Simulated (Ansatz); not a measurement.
**Ge4P: from a guess to a relaxed structure**

The task: take a trial cell of Ge4P to zero force and stress.

Program: Ansatz 0.2.0. Level of theory: DFT PBE, scalar-relativistic, plane waves, PAW. These are calculated values, not measurements.

2 further runs of the same task are left out: 1 that didn't finish, 1 set aside as unsound or not needed.

## (1) The structure to begin with

The structure is cubic, space group I-43m (No. 217). The conventional cell has a = 5.845 Å, b = 5.845 Å, c = 5.845 Å, α = 90.00°, β = 90.00°, γ = 90.00°. Around Ge (site symmetry 3m) lie 2 P at 2.34 to 2.72 Å. Around P (site symmetry -43m) lie 8 Ge at 2.34 to 2.72 Å.

Structure file:

```cif
data_structure
_symmetry_space_group_name_H-M 'I-43m'
_symmetry_Int_Tables_number 217
_cell_length_a 5.8450
_cell_length_b 5.8450
_cell_length_c 5.8450
_cell_angle_alpha 90.000
_cell_angle_beta 90.000
_cell_angle_gamma 90.000
_cell_volume 199.69
loop_
_atom_site_label
_atom_site_type_symbol
_atom_site_symmetry_multiplicity
_atom_site_Wyckoff_symbol
_atom_site_fract_x
_atom_site_fract_y
_atom_site_fract_z
_atom_site_occupancy
Ge1 Ge 8 c 0.23115 0.23115 0.23115 1
P1 P 2 a 0.00000 0.00000 0.00000 1
```

Recipe of the guess: random cell by space group and Wyckoff sites (I-43m, No. 217). The dimensions are guesses.

## (2) A first look at the guess

The input, input.yaml:

```yaml
crystal:
  lattice:
    - [-2.92252321, 2.92252321, 2.92252321]
    - [2.92252321, -2.92252321, 2.92252321]
    - [2.92252321, 2.92252321, -2.92252321]
  atoms:
    - { symbol: Ge, position: [0.46230581, 0.46230581, 0.46230581] }
    - { symbol: Ge, position: [0.0, 0.0, 0.53769419] }
    - { symbol: Ge, position: [0.0, 0.53769419, 0.0] }
    - { symbol: Ge, position: [0.53769419, 0.0, 0.0] }
    - { symbol: P, position: [0.0, 0.0, 0.0] }
basis:
  ecutwfc: 420
kpoints:
  mp_grid: { grid: [4, 4, 4] }
hamiltonian:
  xc: pbe
scf:
  occupations: { method: gaussian, width: 0.1 }
  lower_state_search: "off"
output:
  forces: true
  stress: true
  eigenvalues: true
```

On the command line:

```console
ansatz run input.yaml --threads 1 --pin off --max-ram 2560MiB --backend cpu --events-out ev --progress --plain --runs-dir out
```

Standard output (excerpt; [...] marks lines left out):

```text
Warning: RAYON_NUM_THREADS=1 ignored (pool sized by the plan → 1); use --threads N
[...]
Pseudopotentials: kind: paw
Pseudopotential: Ge, paw, valence charge 14, recommended cutoff 420 eV (normal), Ge.paw.azcp
Pseudopotential: P, paw, valence charge 5, recommended cutoff 420 eV (normal), P.paw.azcp
Functional definition: PBE
[...]
Crystal: 5 atoms, lattice volume = 99.847 Å³
Basis set: ecut = 420 eV, 1961 PW (Γ), exchange–correlation on 72×72×72 points (8 copies of the dense FFT grid, shifted against one another)
Bands: 37, of which v1, the nominal top of the filled ones, is band 31 counted from 1 (30 counted from 0)
Symmetry: 24 space group operations
Space group: I-43m (ITA 217), of the structure as read, at distance tolerance 4.6e-5 Å
[...]
SCF converged after 7 iterations
Free energy (F): -17932.685331 eV
[...]
E sigma→0 (E₀):  -17932.670701 eV
Entropy (-TS):   -0.029259 eV (-5.852 meV/atom)
Fermi energy:    9.624333 eV
[...]
--- Forces (eV/Å), atoms counted from 1 ---
  atom   1  Ge     0.20296502     0.20296502     0.20296502
  atom   2  Ge    -0.20296502    -0.20296502     0.20296502
  atom   3  Ge    -0.20296502     0.20296502    -0.20296502
  atom   4  Ge     0.20296502    -0.20296502    -0.20296502
  atom   5  P      0.00000000    -0.00000000    -0.00000000
[...]
--- Stress (GPa, compression-positive) ---
        7.209145       0.000000      -0.000000
        0.000000       7.209145       0.000000
       -0.000000       0.000000       7.209145
  P = ⅓ Tr σ = 7.2091 GPa (72.091 kbar)
--- Band table (eV; the first three rows and the last of 8) ---
[...]
```

It took 4 s on 1 thread of AMD EPYC (Zen 3), shared host; peak memory 0.34 GiB.

From the probe: pressure 7.2 GPa, largest force 0.35 eV/Å, gap on this mesh none (metal). A cheap, loose relaxation comes first.

## (3) Coarse relaxation

Changes to input.yaml since step 2:

```diff
@@ -24 +24,6 @@
   eigenvalues: true
+relax:
+  adjacent_minimum: "off"
+  f_tol: 0.04
+  max_steps: 70
+  cell: { stress_tol: 0.4 }
```

On the command line:

```console
ansatz run input.yaml --threads 1 --pin off --max-ram 2560MiB --backend cpu --events-out ev --progress --plain --runs-dir out
```

Standard output:

```text
Warning: RAYON_NUM_THREADS=1 ignored (pool sized by the plan → 1); use --threads N
Engine: ansatz 0.2.0, x86_64-unknown-linux-gnu
Pseudopotentials: kind: paw
Pseudopotential: Ge, paw, valence charge 14, recommended cutoff 420 eV (normal), Ge.paw.azcp
Pseudopotential: P, paw, valence charge 5, recommended cutoff 420 eV (normal), P.paw.azcp
Functional definition: PBE
  parameter kappa = 0.804
  parameter beta = 0.06672455060314922
  exchange = pbe_x(kappa = kappa, mu = beta*pi^2/3)
  correlation = pbe_c(beta = beta)
Crystal: 5 atoms, lattice volume = 99.847 Å³
Basis set: ecut = 420 eV, 1961 PW (Γ), exchange–correlation on 72×72×72 points (8 copies of the dense FFT grid, shifted against one another)
Bands: 37, of which v1, the nominal top of the filled ones, is band 31 counted from 1 (30 counted from 0)
Symmetry: 24 space group operations
Space group: I-43m (ITA 217), of the structure as read, at distance tolerance 4.6e-5 Å
k-points: 8 of 64 (time reversal used)
Non-local potential: Ge, projectors of the file, l = 0: 2, l = 1: 2, l = 2: 3, l = 3: 1
Non-local potential: P, projectors of the file, l = 0: 2, l = 1: 2, l = 2: 2
PAW form: soft (Blöchl's): semilocal exchange-correlation on the pseudo side does not see the compensation charge
PAW one-centre angular grid: Ge, 590 points (default); XC on 64 Gauss nodes
PAW one-centre angular grid: P, 110 points (default); XC on 64 Gauss nodes
Initial density: superposition of atomic densities (neutral atoms: chi_scale 0, normalization atom), corrected by the library's trained network
Initial wavefunctions: pseudopotential atomic-orbital guess
Functional: x = pbe(κ = 0.804, μ = 0.2195149727645171), c = pbe(β = 0.06672455060314922)
SCF iter   1: F=—  HF=-17932.689266 eV  |F-HF|=—  |Δ(HF+E_count)|=         —  Δρ=3.75e-3  dr2=9.09e-3  ethr=1.77e-3  ⟨swp⟩=7.2  Hψ=1224  notcnv=0
preconditioner: auto → Kerker (q_TF=auto, 2.513 Å⁻¹)  [metal: Δε(μ)=0.008 eV  Ē_g=20.892 eV  σ=0.100 eV  W_gap=0.05  n_scr=18 (ndim 8)  ℏωp=29.0 eV  f_vac=0.004  D(μ)=5.88/eV (n_scr^D=54)]
SCF iter   2: F=—  HF=-17932.685930 eV  |F-HF|=—  |Δ(HF+E_count)|=   3.34e-3  Δρ=2.32e-3  dr2=3.59e-3  ethr=1.49e-5  ⟨swp⟩=2.1  Hψ=397  notcnv=0
SCF iter   3: F=—  HF=-17932.685674 eV  |F-HF|=—  |Δ(HF+E_count)|=   2.55e-4  Δρ=6.16e-4  dr2=2.52e-4  ethr=5.88e-6  ⟨swp⟩=2.1  Hψ=515  notcnv=0
SCF iter   4: F=—  HF=-17932.685344 eV  |F-HF|=—  |Δ(HF+E_count)|=   3.30e-4  Δρ=1.70e-4  dr2=2.33e-5  ethr=4.13e-7  ⟨swp⟩=2.0  Hψ=538  notcnv=0
SCF iter   5: F=—  HF=-17932.685331 eV  |F-HF|=—  |Δ(HF+E_count)|=   1.26e-5  Δρ=4.88e-5  dr2=3.31e-6  ethr=3.82e-8  ⟨swp⟩=2.0  Hψ=536  notcnv=0
SCF iter   6: F=—  HF=-17932.685331 eV  |F-HF|=—  |Δ(HF+E_count)|=   6.02e-7  Δρ=1.70e-5  dr2=4.49e-7  ethr=5.42e-9  ⟨swp⟩=2.9  Hψ=545  notcnv=0
SCF iter   7: F=-17932.685331 eV  HF=-17932.685331 eV  |F-HF|=2.70e-8  |Δ(HF+E_count)|=   1.11e-8  Δρ=7.51e-6  dr2=4.93e-8  ethr=1.64e-10  ⟨swp⟩=9.5  Hψ=1247  notcnv=0
SCF 1 converged in 7 iterations: F = -17932.685331 eV  dr2 = 4.93e-8
relax step   1: F+E_penalty+E_count = -17932.68533082 eV  Δ(F+E_penalty+E_count) = +0.000e0 eV  max|allowed force component| = 2.030e-1 eV/Å  Δτ_max = 0.0000 Å  P = +7.209 GPa  Ω = 99.847 Å³  (7 SCF iters, dr2 threshold 1.00e-7 eV, accepted)
Crystal: 5 atoms, lattice volume = 111.283 Å³
Basis set: ecut = 420 eV, 2171 PW (Γ), exchange–correlation on 72×72×72 points (8 copies of the dense FFT grid, shifted against one another)
Initial density: handed on by an earlier stage of this run
Initial wavefunctions: those handed on with the density
iter 1 solved again at ethr=1.71e-5 eV; its pass at ethr=3.10e-3 eV (dr2=1.05e-2 eV) is discarded
SCF iter   1: F=—  HF=-17932.907836 eV  |F-HF|=—  |Δ(HF+E_count)|=         —  Δρ=3.34e-3  dr2=1.08e-2  ethr=1.71e-5  ⟨swp⟩=2.0  Hψ=1515  notcnv=0
preconditioner: auto → LDOS  [insulator: Δε(μ)=0.210 eV  Ē_g=20.608 eV  σ=0.100 eV  W_gap=0.61  n_scr=18 (ndim 8)  ℏωp=27.5 eV  f_vac=0.017  D(μ)=6.71/eV (n_scr^D=78)  ε∞_Penn≈2.8  β→1.0]
SCF iter   2: F=—  HF=-17932.908471 eV  |F-HF|=—  |Δ(HF+E_count)|=   6.35e-4  Δρ=9.83e-4  dr2=1.66e-3  ethr=1.71e-5  ⟨swp⟩=2.0  Hψ=385  notcnv=0
SCF iter   3: F=—  HF=-17932.908451 eV  |F-HF|=—  |Δ(HF+E_count)|=   1.99e-5  Δρ=4.64e-4  dr2=2.99e-4  ethr=2.72e-6  ⟨swp⟩=2.4  Hψ=560  notcnv=0
SCF iter   4: F=—  HF=-17932.908479 eV  |F-HF|=—  |Δ(HF+E_count)|=   2.78e-5  Δρ=2.35e-4  dr2=7.80e-5  ethr=4.90e-7  ⟨swp⟩=2.0  Hψ=532  notcnv=0
SCF iter   5: F=—  HF=-17932.908466 eV  |F-HF|=—  |Δ(HF+E_count)|=   1.29e-5  Δρ=1.05e-4  dr2=1.40e-5  ethr=1.28e-7  ⟨swp⟩=2.0  Hψ=542  notcnv=0
SCF iter   6: F=—  HF=-17932.908461 eV  |F-HF|=—  |Δ(HF+E_count)|=   4.82e-6  Δρ=2.57e-5  dr2=1.72e-6  ethr=2.30e-8  ⟨swp⟩=2.0  Hψ=531  notcnv=0
SCF iter   7: F=-17932.908461 eV  HF=-17932.908461 eV  |F-HF|=1.42e-7  |Δ(HF+E_count)|=   1.57e-7  Δρ=7.85e-6  dr2=1.85e-7  ethr=8.20e-10  ⟨swp⟩=8.4  Hψ=1208  notcnv=0
SCF 2 converged in 7 iterations: F = -17932.908461 eV  dr2 = 1.85e-7
relax step   2: F+E_penalty+E_count = -17932.90846084 eV  Δ(F+E_penalty+E_count) = -2.231e-1 eV  max|allowed force component| = 7.339e-2 eV/Å  Δτ_max = 0.0293 Å  P = +0.493 GPa  Ω = 111.283 Å³  energy of the carried Pulay correction = -2.113e-3 eV  (7 SCF iters, dr2 threshold 5.00e-7 eV, accepted)
Crystal: 5 atoms, lattice volume = 111.651 Å³
iter 1 solved again at ethr=1.33e-6 eV; its pass at ethr=3.10e-3 eV (dr2=8.14e-4 eV) is discarded
SCF iter   1: F=—  HF=-17932.912701 eV  |F-HF|=—  |Δ(HF+E_count)|=         —  Δρ=6.73e-4  dr2=8.34e-4  ethr=1.33e-6  ⟨swp⟩=2.9  Hψ=1425  notcnv=0
preconditioner: auto → Resta (q_TF=auto, 2.467 Å⁻¹)  ε∞=2.8  [insulator: Δε(μ)=0.186 eV  Ē_g=20.588 eV  σ=0.100 eV  W_gap=0.59  n_scr=18 (ndim 8)  ℏωp=27.4 eV  f_vac=0.009  D(μ)=6.69/eV (n_scr^D=78)  ε∞_Penn≈2.8]
SCF iter   2: F=—  HF=-17932.912581 eV  |F-HF|=—  |Δ(HF+E_count)|=   1.20e-4  Δρ=3.60e-4  dr2=2.14e-4  ethr=1.33e-6  ⟨swp⟩=1.1  Hψ=299  notcnv=0
SCF iter   3: F=—  HF=-17932.912547 eV  |F-HF|=—  |Δ(HF+E_count)|=   3.38e-5  Δρ=3.64e-5  dr2=9.18e-7  ethr=3.51e-7  ⟨swp⟩=2.0  Hψ=354  notcnv=0
iter 4 did not close the SCF: its close was put off for the readings that it lacked (scf_convergence_deferred on its scf_iter line)
SCF iter   4: F=-17932.912548 eV  HF=-17932.912548 eV  |F-HF|=2.26e-7  |Δ(HF+E_count)|=   6.12e-7  Δρ=1.46e-5  dr2=1.50e-7  ethr=1.51e-9  ⟨swp⟩=2.1  Hψ=546  notcnv=0
iter 5 did not close the SCF: its close was put off for the readings that it lacked (scf_convergence_deferred on its scf_iter line)
SCF iter   5: F=-17932.912548 eV  HF=-17932.912548 eV  |F-HF|=5.82e-11  |Δ(HF+E_count)|=   6.20e-8  Δρ=2.73e-6  dr2=1.20e-8  ethr=2.46e-10  ⟨swp⟩=2.0  Hψ=541  notcnv=0
SCF iter   6: F=-17932.912548 eV  HF=-17932.912548 eV  |F-HF|=3.46e-10  |Δ(HF+E_count)|=   4.30e-9  Δρ=8.28e-7  dr2=1.01e-9  ethr=1.97e-11  ⟨swp⟩=3.4  Hψ=898  notcnv=0
SCF 3 converged in 6 iterations: F = -17932.912548 eV  dr2 = 1.01e-9
relax step   3: F+E_penalty+E_count = -17932.91254799 eV  Δ(F+E_penalty+E_count) = -4.087e-3 eV  max|allowed force component| = 4.936e-2 eV/Å  Δτ_max = 0.0077 Å  P = +0.164 GPa  Ω = 111.651 Å³  energy of the carried Pulay correction = -2.178e-3 eV  (6 SCF iters, dr2 threshold 5.00e-7 eV, accepted)
Crystal: 5 atoms, lattice volume = 110.823 Å³
iter 1 solved again at ethr=1.94e-5 eV; its pass at ethr=3.10e-3 eV (dr2=1.18e-2 eV) is discarded
SCF iter   1: F=—  HF=-17932.919725 eV  |F-HF|=—  |Δ(HF+E_count)|=         —  Δρ=2.63e-3  dr2=1.15e-2  ethr=1.94e-5  ⟨swp⟩=2.0  Hψ=1270  notcnv=0
preconditioner: auto → Kerker (q_TF=auto, 2.470 Å⁻¹)  [metal: Δε(μ)=0.099 eV  Ē_g=20.509 eV  σ=0.100 eV  W_gap=0.44  n_scr=18 (ndim 8)  ℏωp=27.5 eV  f_vac=0.009  D(μ)=5.94/eV (n_scr^D=54)]
SCF iter   2: F=—  HF=-17932.917923 eV  |F-HF|=—  |Δ(HF+E_count)|=   1.80e-3  Δρ=1.25e-3  dr2=1.70e-3  ethr=1.88e-5  ⟨swp⟩=2.0  Hψ=326  notcnv=0
SCF iter   3: F=—  HF=-17932.917700 eV  |F-HF|=—  |Δ(HF+E_count)|=   2.23e-4  Δρ=3.59e-4  dr2=9.29e-5  ethr=2.79e-6  ⟨swp⟩=2.0  Hψ=344  notcnv=0
SCF iter   4: F=—  HF=-17932.917717 eV  |F-HF|=—  |Δ(HF+E_count)|=   1.65e-5  Δρ=9.80e-5  dr2=7.66e-6  ethr=1.52e-7  ⟨swp⟩=2.0  Hψ=516  notcnv=0
SCF iter   5: F=—  HF=-17932.917707 eV  |F-HF|=—  |Δ(HF+E_count)|=   9.77e-6  Δρ=3.01e-5  dr2=8.76e-7  ethr=1.26e-8  ⟨swp⟩=2.0  Hψ=543  notcnv=0
SCF iter   6: F=-17932.917707 eV  HF=-17932.917707 eV  |F-HF|=3.22e-9  |Δ(HF+E_count)|=   2.62e-7  Δρ=6.58e-6  dr2=7.09e-8  ethr=2.50e-10  ⟨swp⟩=8.0  Hψ=1366  notcnv=0
SCF 4 converged in 6 iterations: F = -17932.917707 eV  dr2 = 7.09e-8
relax step   4: F+E_penalty+E_count = -17932.91770740 eV  Δ(F+E_penalty+E_count) = -5.159e-3 eV  max|allowed force component| = 4.203e-4 eV/Å  Δτ_max = 0.0328 Å  P = +0.002 GPa  Ω = 110.823 Å³  energy of the carried Pulay correction = -2.033e-3 eV  (6 SCF iters, dr2 threshold 1.52e-7 eV, accepted)
Initial wavefunctions: pseudopotential atomic-orbital guess (no wavefunctions were taken with the density)
iter 1 solved again at ethr=5.23e-7 eV; its pass at ethr=3.10e-3 eV (dr2=3.19e-4 eV) is discarded
SCF iter   1: F=—  HF=-17932.854396 eV  |F-HF|=—  |Δ(HF+E_count)|=         —  Δρ=2.17e-3  dr2=2.87e-4  ethr=5.23e-7  ⟨swp⟩=3.2  Hψ=1872  notcnv=0
preconditioner: auto → Kerker (q_TF=auto, 2.470 Å⁻¹)  [metal: Δε(μ)=0.106 eV  Ē_g=20.600 eV  σ=0.100 eV  W_gap=0.44  n_scr=18 (ndim 8)  ℏωp=27.5 eV  f_vac=0.009  D(μ)=6.32/eV (n_scr^D=54)]
SCF iter   2: F=—  HF=-17932.904271 eV  |F-HF|=—  |Δ(HF+E_count)|=   4.99e-2  Δρ=1.10e-3  dr2=3.49e-5  ethr=4.70e-7  ⟨swp⟩=2.2  Hψ=391  notcnv=0
SCF iter   3: F=—  HF=-17932.918337 eV  |F-HF|=—  |Δ(HF+E_count)|=   1.41e-2  Δρ=4.12e-4  dr2=1.18e-5  ethr=5.72e-8  ⟨swp⟩=2.4  Hψ=395  notcnv=0
SCF iter   4: F=—  HF=-17932.920488 eV  |F-HF|=—  |Δ(HF+E_count)|=   2.15e-3  Δρ=4.52e-5  dr2=3.00e-6  ethr=1.93e-8  ⟨swp⟩=2.0  Hψ=364  notcnv=0
SCF iter   5: F=—  HF=-17932.920503 eV  |F-HF|=—  |Δ(HF+E_count)|=   1.56e-5  Δρ=1.89e-5  dr2=9.71e-7  ethr=4.92e-9  ⟨swp⟩=2.9  Hψ=554  notcnv=0
SCF iter   6: F=—  HF=-17932.920503 eV  |F-HF|=—  |Δ(HF+E_count)|=   4.17e-8  Δρ=1.07e-5  dr2=3.57e-7  ethr=1.59e-9  ⟨swp⟩=2.0  Hψ=539  notcnv=0
SCF iter   7: F=—  HF=-17932.920503 eV  |F-HF|=—  |Δ(HF+E_count)|=   8.31e-8  Δρ=1.32e-6  dr2=4.72e-9  ethr=5.86e-10  ⟨swp⟩=2.0  Hψ=379  notcnv=0
SCF iter   8: F=-17932.920503 eV  HF=-17932.920503 eV  |F-HF|=4.37e-10  |Δ(HF+E_count)|=  5.82e-11  Δρ=6.12e-7  dr2=1.19e-9  ethr=5.25e-12  ⟨swp⟩=6.1  Hψ=1097  notcnv=0
SCF 5 converged in 8 iterations: F = -17932.920503 eV  dr2 = 1.19e-9
relax step   5: F+E_penalty+E_count = -17932.92050340 eV  Δ(F+E_penalty+E_count) = -2.796e-3 eV  max|allowed force component| = 6.805e-4 eV/Å  Δτ_max = 0.0000 Å  P = +0.039 GPa  Ω = 110.823 Å³  stress off target by 3.94e-2 GPa  SCF on the basis re-selected at this cell (its energy is not comparable with the rows above)  (8 SCF iters)
basis re-selected at this cell: Δ(F+E_penalty+E_count) = -2.796e-3 eV, ΔP = +0.037 GPa vs the last step (what re-selecting the basis moved, of the pressure what is left beyond the Pulay correction that the steps carried, after the strain that the cell walked since its last selection, with what the two solves' SCF thresholds leave and, on support functions, any second-order correction that the steps lacked; it is no measure of the basis error at this ecutwfc). This SCF's stress stands 3.94e-2 GPa from its target on what of the cell is left free (relax.cell.stress_tol is 4.00e-1 GPa) and its largest allowed force component is 6.81e-4 eV/Å (relax.f_tol is 4.00e-2 eV/Å): within both
SCF converged after 8 iterations
Free energy (F): -17932.920503 eV
Harris-Foulkes:  -17932.920503 eV  (|F-HF|=4.37e-10)
Internal energy: -17932.889274 eV  (E = F + TS)
E sigma→0 (E₀):  -17932.904889 eV
Entropy (-TS):   -0.031229 eV (-6.246 meV/atom)
Fermi energy:    8.247352 eV
--- Per-component energies (eV) ---
  E_band       = -602.689938
  E_kinetic    = 508.850785
  E_local      = -9702.763981  (includes V_loc(G=0)·N_el)
  E_nonlocal   = 1693.604493
  E_hartree    = 4222.389268
  E_xc         = -361.625723
  E_vxc        = -315.747662  (∫ρ·V_xc dr)
  E_paw        = -8633.698287  (= ΣΔE_a)
  E_vpaw       = -1231.411802  (= ΣTr[D̂ρ^β])
  E_aug_tail   = 0.001463  (compensation charges beyond the density's cutoff)
  E_ewald      = -5659.647293
  E_smearing   = -0.031229  (= −TS)
  E_closure    = 0.000000  (closes the sum)
  Σ components = -17932.920503   (vs F -17932.920503, Δ=0.00e0)
--- Forces (eV/Å), atoms counted from 1 ---
  atom   1  Ge    -0.00068050    -0.00068050    -0.00068050
  atom   2  Ge     0.00068050     0.00068050    -0.00068050
  atom   3  Ge     0.00068050    -0.00068050     0.00068050
  atom   4  Ge    -0.00068050     0.00068050     0.00068050
  atom   5  P      0.00000000    -0.00000000     0.00000000
  max |Σ_I F_I| component: 9.52e-17 eV/Å
--- Stress (GPa, compression-positive) ---
        0.039419      -0.000000       0.000000
        0.000000       0.039419       0.000000
       -0.000000       0.000000       0.039419
  P = ⅓ Tr σ = 0.0394 GPa (0.394 kbar)
--- Band table (eV; the first three rows and the last of 8) ---
  k-point 0: bands = ["-16.5725", "-16.5725", "-16.5666", "-16.5409", "-16.5409", "-16.5349", "-16.5349", "-16.5349", "-16.5147", "-16.5147", "-16.5147", "-16.5105", "-16.5105", "-16.5105", "-16.4928", "-16.4928", "-16.4928", "-16.4580", "-16.4580", "-16.4580", "-5.2206", "1.3947", "1.3947", "1.3947", "1.4798", "2.8764", "2.8764", "2.8764", "6.1768", "6.1768", "6.1768", "10.6798", "10.6798", "11.3119", "11.3119", "11.3119", "14.8177"]
  k-point 1: bands = ["-16.5670", "-16.5588", "-16.5578", "-16.5408", "-16.5378", "-16.5344", "-16.5266", "-16.5253", "-16.5192", "-16.5153", "-16.5149", "-16.5143", "-16.5091", "-16.5090", "-16.4986", "-16.4955", "-16.4950", "-16.4740", "-16.4659", "-16.4657", "-4.9001", "-0.6029", "0.4854", "1.1539", "1.5954", "2.8165", "4.5625", "5.1625", "6.2887", "6.4403", "7.4696", "9.4459", "9.5294", "11.3272", "11.8722", "12.2107", "12.8840"]
  k-point 2: bands = ["-16.5544", "-16.5538", "-16.5409", "-16.5391", "-16.5292", "-16.5292", "-16.5263", "-16.5202", "-16.5187", "-16.5178", "-16.5158", "-16.5098", "-16.5057", "-16.5054", "-16.5053", "-16.5026", "-16.4975", "-16.4975", "-16.4777", "-16.4769", "-4.4259", "-1.8244", "0.0450", "0.9366", "1.4758", "2.8080", "6.4739", "6.8549", "7.1222", "7.5524", "7.8272", "8.7052", "9.1194", "9.8101", "10.0670", "10.8361", "13.0729"]
  k-point 7: bands = ["-16.5681", "-16.5681", "-16.5681", "-16.5437", "-16.5437", "-16.5437", "-16.5197", "-16.5197", "-16.5197", "-16.5107", "-16.5107", "-16.5107", "-16.5002", "-16.5002", "-16.5002", "-16.4987", "-16.4904", "-16.4904", "-16.4572", "-16.4572", "-3.7462", "-1.2998", "-1.2998", "-1.2998", "3.8393", "3.8393", "4.6022", "7.2230", "7.2230", "7.2230", "8.1470", "8.1470", "8.1470", "10.2005", "13.5533", "13.5533", "13.5533"]
--- Relaxed structure (4 steps of the walk, 4 accepted, 1 SCFs on fresh bases) ---
  F+E_penalty+E_count = -17932.92050340 eV   max|allowed force component| = 6.805e-4 eV/Å   (the final SCF, on the basis selected at the relaxed cell)
  cell:  # Å, volume = 110.8231 Å³
    - [-3.0259153919216857, 3.0259153919216857, 3.0259153919216857]
    - [3.0259153919216857, -3.0259153919216857, 3.0259153919216857]
    - [3.0259153919216857, 3.0259153919216857, -3.0259153919216857]
  atoms:
    - { symbol: Ge, position: [0.46453268112429513, 0.46453268112429513, 0.46453268112429513] }
    - { symbol: Ge, position: [0.0, 0.0, 0.5354673188757048] }
    - { symbol: Ge, position: [0.0, 0.5354673188757048, 0.0] }
    - { symbol: Ge, position: [0.5354673188757048, 0.0, 0.0] }
    - { symbol: P, position: [-5.935704702159767e-20, -8.903557053239613e-20, -2.0774966457559161e-19] }
```

Wall time 25 s (1 thread of AMD EPYC (Zen 3), shared host); peak memory 0.37 GiB.

Relaxation path:

```
step  E - E(step 1) (eV/cell)  largest force component (eV/Å)  pressure (GPa)  volume (Å³)
   1                   0.0000                          0.2030            7.21        99.85
   2                  -0.2231                          0.0734            0.49       111.28
   3                  -0.2272                          0.0494            0.16       111.65
   4                  -0.2324                          0.0004            0.00       110.82
   5                  -0.2352                          0.0007            0.04       110.82
```

Step 1 is the start. Step 5 repeats the geometry before it on a plane-wave basis chosen anew for that cell, so its energy need not be comparable with the rows above.

Lengths and angles in the start's conventional setting:

|  | before | after | change |
| --- | --- | --- | --- |
| a (Å) | 5.845 | 6.052 | +3.5 % |
| b (Å) | 5.845 | 6.052 | +3.5 % |
| c (Å) | 5.845 | 6.052 | +3.5 % |
| volume (Å³/atom) | 19.97 | 22.16 | +11.0 % |
| shortest distance (Å) | 2.340 | 2.435 | +4.0 % |
| space group (0.01 Å) | I-43m | I-43m | same |

The run keeps the 24 symmetry operations of the start, so it could not have lowered the symmetry.

(Part 1 of 2 ends here.)
